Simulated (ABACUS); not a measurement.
## Ba2Tl5V3O12 in ABACUS: the effect of functional

The system is Ba2Tl5V3O12.

```xyz
22
Lattice="4.2650 2.4624 6.1690 -4.2650 2.4624 6.1690 0.0000 -4.9248 6.1690" Properties=species:S:1:pos:R:3 pbc="T T T"
Ba    0.0000    0.0000    9.2535
Ba    0.0000    0.0000    0.0000
V     0.0000    2.4624    6.1690
V    -2.1325   -1.2312    6.1690
V     2.1325   -1.2312    6.1690
Tl    0.0000   -2.4624    3.0845
Tl    2.1325    1.2312    3.0845
Tl   -2.1325    1.2312    3.0845
Tl    0.0000    0.0000   13.7035
Tl    0.0000    0.0000    4.8035
O     2.7110   -0.0675    7.4634
O    -1.2970    2.3816    7.4634
O    -1.4140   -2.3140    7.4634
O    -1.4140    2.3140   11.0435
O     2.7110    0.0676   11.0435
O    -1.2970   -2.3816   11.0435
O    -2.7110    0.0676   11.0435
O     1.2970   -2.3816   11.0435
O     1.4140    2.3140   11.0435
O     1.4140   -2.3140    7.4634
O    -2.7110   -0.0675    7.4634
O     1.2970    2.3816    7.4634
```

The cell was built by a generator and needn't be a form met in nature.

The cell isn't the ideal one: volume scaled by 1.02.

Alike in all runs:

| Property | Result |
| --- | --- |
| Program | ABACUS 3.10.1 |
| Task | equation of state |
| Potentials or basis | SG15 ONCV 1.2 PBE |
| Cutoff | 1361 eV |
| Density cutoff | 5442 eV |
| Basis | DZP LCAO (the cutoffs set its grid) |
| k mesh | 3 × 3 × 3 |
| Occupations | fermi-dirac, width 0.05 eV |
| Spin | collinear spin, ferromagnetic start |
| Starting moments | [0.0, 0.0, 2.0, 2.0, 2.0, 0.0, 0.0, 0.0, 0.0, 0.0, 0.0, 0.0, 0.0, 0.0, 0.0, 0.0, 0.0, 0.0, 0.0, 0.0, 0.0, 0.0] μB |

| functional | pressure (GPa) | moment (μB) | largest force (eV/Å) |
| --- | --- | --- | --- |
| LDA | -6.8 | 0.54 | 0.55 |
| PBEsol | ? | ? | ? |
| WC | -13.6 | 0.54 | 0.76 |
| RPBE | 2.8 | 1.25 | 0.19 |
| SCAN | -4.4 | 1.26 | 0.49 |

Task: What does the run with functional PBEsol give?

Result: Pressure -4.0 GPa; moment 1.06 μB; largest force 0.38 eV/Å.

Caveats: the atomic orbitals were generated for these runs and aren't a published set; the potentials were made for another functional, which shifts forces and pressure; the basis of atomic orbitals isn't converged, which shifts pressures, moduli and gaps.

Runs at the PBE level aren't shown here.
